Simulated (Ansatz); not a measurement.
**RuBrI: the cell at several levels of theory**

An exercise on one series of results from a longer session: the logs are not shown, and one member is left open.

Program: Ansatz 0.2.0. PAW datasets, plane waves, zero pressure. The structure was generated, not taken from experiment, and needn't be the ground state; spin polarisation is off.

### Starting point

In-plane lattice: a = 3.669 Å, b = 3.669 Å, γ = 120.0°; thickness between the outer nuclei 3.58 Å. Ru has 3 Br at 2.77 Å and 3 I at 2.77 Å; Br has 3 Ru at 2.77 Å; I has 3 Ru at 2.77 Å.

Coordinates:

```cif
data_structure
_symmetry_space_group_name_H-M 'P 1'
_symmetry_Int_Tables_number 1
_cell_length_a 3.6692
_cell_length_b 3.6692
_cell_length_c 18.0000
_cell_angle_alpha 90.000
_cell_angle_beta 90.000
_cell_angle_gamma 120.000
_cell_volume 209.86
loop_
_atom_site_label
_atom_site_type_symbol
_atom_site_fract_x
_atom_site_fract_y
_atom_site_fract_z
_atom_site_occupancy
Ru1 Ru 0.33333 0.66667 0.50000 1
Br1 Br 0.66667 0.33333 0.59951 1
I1 I 0.66667 0.33333 0.40049 1
```
Periodic in the plane only; c spans the vacuum.

The first run:

Input file input.yaml:

```yaml
crystal:
  lattice:
    - [3.66916589, 0.0, 0.0]
    - [-1.834582945, 3.1775908714, 0.0]
    - [0.0, 0.0, 18.0]
  atoms:
    - { symbol: Ru, position: [0.3333333333, 0.6666666667, 0.5] }
    - { symbol: Br, position: [0.6666666667, 0.3333333333, 0.5995136856] }
    - { symbol: I, position: [0.6666666667, 0.3333333333, 0.4004863144] }
  periodic: [true, true, false]
kpoints:
  mp_grid: { grid: [12, 12, 1] }
hamiltonian:
  xc: pbe
scf:
  occupations: { method: fermi_dirac, width: 0.02 }
relax:
  f_tol: 0.005
  cell: {}
output:
  write_density: true
  write_potential: true
  elf: true
  volumetric_format: npy
```

Run with:

```console
> ansatz run input.yaml --threads 4 --pin off --max-ram 5529MiB --backend cpu --events-out ev --progress --plain --runs-dir out
```

Steps of the session up to this table: Relaxation with PBE; Relaxation with r2SCAN; PBEsol: cell and atoms; Relaxation with LDA; HSE06: cell and atoms.

One table of the session follows, with a row left open; its other results are not shown here.

It belongs to the step «The cells side by side». 

```
 level  a (Å)  area (Å²/atom)
   PBE      ?               ?
r2SCAN  3.739           4.036
PBEsol  3.692           3.936
   LDA  3.659           3.864
 HSE06  3.727           4.009
```

Estimate the missing values for PBE.

The run gave: a (Å): 3.760; area (Å²/atom): 4.082. In the column «a (Å)» it is the highest.

What this shows: From the start to the first minimum the area moved by +5.0 %. The area runs from LDA (least) to PBE (most), a spread of 5.7 %, or 2.8 % in length if all axes shared it alike. The meshes differ: PBE 12×12×1, r2SCAN 12×12×1, PBEsol 12×12×1, LDA 12×12×1, HSE06 6×6×1.

Caveats from the session: Warnings in the runs' records: slab cell height set.
